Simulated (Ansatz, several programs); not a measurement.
An ordered 8-atom cell of KScSe2 on the rocksalt lattice (Pmmn), relaxed with r2SCAN in Ansatz (plane waves, PAW): the symmetry is Pmmn (No. 59, orthorhombic); conventional cell a = 3.914 Å, b = 5.906 Å, c = 9.100 Å, 26.29 Å³ an atom. K is surrounded by 6 Se at 3.05–3.34 Å; Se is surrounded by 2 Sc at 2.65 Å and 4 K at 3.05–3.34 Å; Sc is surrounded by 6 Se at 2.65–2.96 Å; Se is surrounded by 4 Sc at 2.72–2.96 Å and 2 K at 3.34 Å. The cell was then scaled with its shape and fractional coordinates held, which makes it stiffer than a relaxed compression. No spin polarisation. The prototype was imposed, so other structures may be more stable.

| V (Å³/atom) | E (meV/atom) |
| --- | --- |
| 24.717 | 17.19 |
| 25.505 | 4.07 |
| 26.294 | 0.00 |
| 27.872 | 13.99 |

(1) Pass a cubic E = c₀ + c₁u + c₂u² + c₃u³, with u = V − 26.097 Å³, through these points.

(2) Where is the minimum, and what bulk modulus follows?

(3) Predict the energy and the pressure at the withheld volume, 27.083 Å³.

Answers

(1) c₀ = 0.24, c₁ = -2.465, c₂ = 6.521, c₃ = -0.4317 (meV and Å³).

(2) dE/du = 0 at u = +0.193, so V₀ = 26.29 Å³. B = V₀ d²E/dV² = 26.29 × (2c₂ + 6c₃u) = 26.29 × 12.542 = 330 meV/Å³, and 1 meV/Å³ is 0.16022 GPa: 53 GPa. A third-order Birch-Murnaghan fit to all five points gives 26.29 Å³ and 52 GPa.

(3) With u = +0.986: E ≈ 3.74 meV and P = −dE/dV ≈ -1.46 GPa. The run gives 3.67 meV and, from its stress, -1.46 GPa.
